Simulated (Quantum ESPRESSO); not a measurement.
Crystal: HPbNO4.

```
CELL_PARAMETERS angstrom
6.43453 0.00000 0.00872
0.00000 4.11089 0.00000
-3.14884 0.00000 7.72026
ATOMIC_POSITIONS crystal
H 0.29356 0.09662 0.51195
H 0.70644 0.59662 0.48805
Pb 0.98504 0.60505 0.29264
Pb 0.01496 0.10504 0.70736
N 0.59230 0.36587 0.79290
N 0.40770 0.86587 0.20710
O 0.12824 0.09198 0.45672
O 0.41419 0.46190 0.80564
O 0.78042 0.46544 0.89401
O 0.58396 0.16262 0.67325
O 0.87176 0.59198 0.54328
O 0.58581 0.96190 0.19436
O 0.21958 0.96544 0.10599
O 0.41604 0.66262 0.32675
```

The cell was built by a generator and needn't be a form met in nature.

Base run:

- Program: Quantum ESPRESSO 7.5
- Functional: PBE
- Potentials or basis: PseudoDojo 0.4 FR PBE standard
- Cutoff: 1143 eV
- Density cutoff: 4572 eV
- k mesh: 4 × 5 × 3
- Occupations: fermi-dirac, width 0.05 eV
- Spin: spin-orbit coupling, no magnetisation

Its results: band gap on the k mesh 3.17 eV, indirect (least direct gap 3.25 eV); pressure 0.0 GPa; largest force 0.143 eV/Å.

The run is repeated on the same cell with these changes: potentials or basis from PseudoDojo 0.4 FR PBE standard to PseudoDojo 0.4.1 SR PBE standard; spin from spin-orbit coupling, no magnetisation to no spin polarisation. What comes out?

Band gap on the k mesh 3.27 eV, indirect (least direct gap 3.36 eV); pressure -0.1 GPa; largest force 0.195 eV/Å.

Spin-orbit coupling splits the band edges, which narrows the gap.

Caveats: an odd mesh through Γ misses points on the zone boundary, where band edges often lie; spin-orbit coupling is left out, which as a rule narrows the gap of such compounds by several tenths of an eV (some runs).

Not every run made on this cell is shown here.
